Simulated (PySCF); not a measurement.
# F3Ti (TiF3): the cost of one run

Programs: PySCF 2.14.0, with density-fitted response routines of our own. Each step states its level of theory. These are calculated values for one molecule in the gas phase, unless marked as measured. Atoms count from 0, in the outputs and in this text.

## (1) Starting geometry

4 atoms, charge 0, multiplicity 2; geometry from: GFN2-xTB. The atoms were then displaced at random by about 0.03 Å, so the start is not that level's minimum.

Bonds of the start (Å): Ti0–F1 1.62, Ti0–F2 1.82, Ti0–F3 1.60.

## (2) Relaxing the molecule at PBE0-D3(BJ)/def2-SVP

Job settings and geometry (Å):

```
{"job": {"xc": "PBE0", "basis": "def2-SVP", "d3": "d3bj", "grid": 1, "maxiter": 40, "shake": 0.03, "kind": "geom"}, "charge": 0, "multiplicity": 2}
Ti     0.061270    -0.076630     0.012310
F      1.675960    -0.037980     0.005140
F     -0.886110     1.471270    -0.041080
F     -0.767830    -1.447100    -0.006840
```

Started as:

```sh
OMP_NUM_THREADS=1 python probes_run.py task.json out
```

This one command runs all jobs of the session in turn.

Q: Estimate the wall time and peak memory of this first job on 1 thread of Intel Xeon 6975P-C, shared host.

About 31 s, with a peak of 0.31 GiB.
